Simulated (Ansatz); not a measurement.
# GaH4− (singlet): wave-function methods side by side, aug-cc-pVDZ

The task here is to estimate one member of a computed series from the others.

Method: aug-cc-pVDZ, core rule «outside noble gas», up to 14 orbitals frozen; program: Ansatz 0.2.0, Gaussian basis.

To be run: UHF; CCSD(T) on RHF; BCCD(T) on RHF; CISD; CCSDT(Q) on RHF; CCSDTQ on RHF; CASSCF and MRCISD+Q, 8 electrons in 8 orbitals; CASSCF and NEVPT2, 8 electrons in 8 orbitals.

4 further runs of the same task are left out: 1 that didn't finish, 3 set aside as unsound or not needed.

**The geometry**

The geometry is a PBE0/def2-TZVPD stationary point (not a proven minimum). No spin-orbit coupling is included. The filled d shell of Ga may be among the frozen orbitals whatever the setting's name suggests; the logs give the count.

5 atoms, charge -1, spin multiplicity 1.

Atoms are counted from 1 here; the program's logs count them from 0.

Bond lengths: Ga1–H2 1.624 Å, Ga1–H3 1.624 Å, Ga1–H4 1.624 Å, Ga1–H5 1.624 Å. Angles: H2–Ga1–H3 109.5°, H2–Ga1–H4 109.5°, H2–Ga1–H5 109.5°, H3–Ga1–H4 109.5°, H3–Ga1–H5 109.5°, H4–Ga1–H5 109.5°.

Geometry (Å):

```xyz
5
GaH4
Ga    0.0000    0.0000    0.0000
H     0.9356    0.9438    0.9340
H    -0.9402   -0.9316    0.9416
H    -0.9354    0.9318   -0.9462
H     0.9400   -0.9440   -0.9294
```

The first run:

in.yaml reads:

```yaml
crystal:
  periodic: [false, false, false]
  atoms:
    - {symbol: Ga, position_ang: [0.000000, 0.000000, 0.000000]}
    - {symbol: H, position_ang: [0.935644, 0.943776, 0.933994]}
    - {symbol: H, position_ang: [-0.940211, -0.931611, 0.941590]}
    - {symbol: H, position_ang: [-0.935412, 0.931813, -0.946158]}
    - {symbol: H, position_ang: [0.939979, -0.943978, -0.929425]}
basis:
  gaussian: {orbitals: aug-cc-pVDZ}
total_charge: -1
magnetization: {spin_polarized: true, initial_magnetization: 0}
hamiltonian: {xc: hf}
output: {orbitals: {seedname: orbitals}}
```

The run is started by

```bash
> ansatz run in.yaml --threads 1 --pin off --events-out ev --progress --plain --max-ram 4096MiB --backend cpu
```

Steps of the session up to this table: UHF; CCSD(T) on RHF; BCCD(T) on RHF; CISD; CCSDT(Q) on RHF; CCSDTQ on RHF; CASSCF and MRCISD+Q, 8 electrons in 8 orbitals; CASSCF and NEVPT2, 8 electrons in 8 orbitals.

One table of the session follows, with a row left open; its other results are not shown here.

It belongs to the step «Misses and costs». 

```
          method  from RCCSDTQ (meV)
             RHF             +4013.4
            RMP2              +951.6
           RCCSD               +89.2
        RCCSD(T)               +20.2
         BCCD(T)               +19.8
          RCCSDT                +2.1
       RCCSDT(Q)                   ?
         RCCSDTQ                   0
  CASSCF valence             +2541.1
  NEVPT2 valence              +886.4
  MRCISD valence              +119.7
MRCISD+Q valence               -14.1
```

**Question.** Estimate the row for RCCSDT(Q).

The run gave: from RCCSDTQ (meV): +0.4. In the column «from RCCSDTQ (meV)» it lies between RCCSDTQ (0) and RCCSDT (+2.1).
